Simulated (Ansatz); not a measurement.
# B₂Cl₂F₄: one species, many methods

Aim: compute B₂Cl₂F₄ with functionals from several rungs and with coupled cluster, and see how far each lands from CCSD(T) at the basis-set limit for the atomisation energy.

Program: Ansatz 0.2.0, Gaussian basis. Level of theory: functionals in def2-TZVPP, the program's frozen cores in correlated methods. These are calculated values, not measurements.

Levels to be run: LDA (SPW92), PBE-D4, revPBE-D4, BLYP-D4, r2SCAN-D4, B97M-V, PBE0-D4, B3LYP-D4, r2SCANh-D4, r2SCAN0-D4, HSE06-D4, BHLYP-D4, CAM-B3LYP-D4, LC-ωPBE, ωB97X-V, ωB97M-V, B2PLYP, PBE-QIDH; CCSD(T)/def2-SVP; CCSD(T)/def2-TZVPP; MP2/def2-QZVPP; extrapolation to the limit; RPA on PBE.

## 1. The geometry

An earlier PBE0-D4 in a triple-zeta def2 set relaxation fixed the geometry.

SMILES `F[B-]1(F)[Cl+][B-](F)(F)[Cl+]1`, 8 atoms, charge 0, spin multiplicity 1.

Atoms are counted from 1 here; the program's logs count them from 0.

Bond lengths: F1–B2 1.322 Å, B2–F3 1.322 Å, B2–Cl4 1.984 Å, B2–Cl8 1.984 Å, Cl4–B5 1.984 Å, B5–F6 1.322 Å, B5–F7 1.322 Å, B5–Cl8 1.983 Å. Angles: F1–B2–F3 119.9°, F1–B2–Cl4 110.0°, F1–B2–Cl8 110.0°, F3–B2–Cl4 110.0°, F3–B2–Cl8 109.9°, Cl4–B2–Cl8 94.1°, B2–Cl4–B5 85.9°, Cl4–B5–F6 109.9°, Cl4–B5–F7 110.0°, Cl4–B5–Cl8 94.1°, F6–B5–F7 119.9°, F6–B5–Cl8 110.0°, F7–B5–Cl8 110.0°, B2–Cl8–B5 85.9°.

## 2. LDA

This LDA is Slater exchange with PW92 correlation.

Input file in.yaml:

```yaml
crystal:
  periodic: [false, false, false]
  atoms:
    - {symbol: F, position_ang: [0.600273, -2.189125, 0.468568]}
    - {symbol: B, position_ang: [0.785743, -0.891532, 0.643680]}
    - {symbol: F, position_ang: [1.742568, -0.466135, 1.451377]}
    - {symbol: Cl, position_ang: [0.930782, 0.015299, -1.114431]}
    - {symbol: B, position_ang: [-0.785776, 0.891503, -0.643675]}
    - {symbol: F, position_ang: [-0.596481, 2.188128, -0.465405]}
    - {symbol: F, position_ang: [-1.743849, 0.470896, -1.452374]}
    - {symbol: Cl, position_ang: [-0.933249, -0.019034, 1.112281]}
basis:
  gaussian: {orbitals: def2-TZVPP}
hamiltonian: {xc: lda}
output: {orbitals: {seedname: orbitals}}
```

Run with:

```console
$ ansatz run in.yaml --threads 4 --pin off --events-out ev --progress --plain --max-ram 11315MiB
```

After this run come: PBE-D4 (GGA); revPBE-D4 (GGA); BLYP-D4 (GGA); r2SCAN-D4 (meta-GGA); B97M-V (meta-GGA); PBE0-D4 (hybrid); B3LYP-D4 (hybrid); r2SCANh-D4 (hybrid); r2SCAN0-D4 (hybrid); HSE06-D4 (hybrid); BHLYP-D4 (hybrid); CAM-B3LYP-D4 (range-separated); LC-ωPBE (range-separated); ωB97X-V (range-separated); ωB97M-V (range-separated); B2PLYP (double hybrid); PBE-QIDH (double hybrid); CCSD(T) in def2-SVP; CCSD(T) in def2-TZVPP; MP2 in def2-QZVPP; RPA on PBE orbitals.

Q: Predict the results of all the runs planned. Wanted: atomisation energy, CCSD(T)/CBS; farthest beyond LDA; mean size of error, GGA; mean size of error, meta-GGA; mean size of error, hybrid; mean size of error, range-separated; mean size of error, double hybrid; gap, smallest and largest; T1 diagnostic.

**Answer**, as computed:

| quantity | value |
| --- | --- |
| atomisation energy, CCSD(T)/CBS | 35.802 eV |
| functionals within 0.179 eV (0.5 %) | revPBE-D4, BLYP-D4, CAM-B3LYP-D4, ωB97X-V |
| farthest beyond LDA | BHLYP-D4 (-1.797 eV) |
| mean size of error, GGA | 0.598 eV |
| mean size of error, meta-GGA | 0.612 eV |
| mean size of error, hybrid | 0.580 eV |
| mean size of error, range-separated | 0.242 eV |
| mean size of error, double hybrid | 0.256 eV |
| gap, smallest and largest | 6.75 eV (LDA (SPW92)), 14.73 eV (LC-ωPBE) |
| T1 diagnostic | 0.0118 |
| triples share of the correlation energy | 3.5 % |

In words: The LDA atomisation energy is off by 7.029 eV (20 %): it overbinds. PBE-D4 is off by +1.563 eV. Double hybrids carry the basis error of their MP2 part in triple zeta, and no dispersion term here, so their miss is partly the set-up's. By mean error the best rung here is range-separated (0.242 eV) and the worst beyond LDA is meta-GGA (0.612 eV). GGA functionals lie within the reference's doubt of that worst mean (0.598 eV), so those two tie. The gap between the best rungs is small, so their order is not settled. RPA and LDA stand outside this count. Misses under about 0.179 eV are within the doubt on the reference itself, which lacks core-valence correlation, relativity and higher excitations. Hartree-Fock recovers 74 % of the binding; the rest is correlation. CCSD(T) in def2-SVP is off by -1.408 eV, which most functionals beat. Orbital gaps span 6.7 to 14.7 eV; exact exchange widens them.
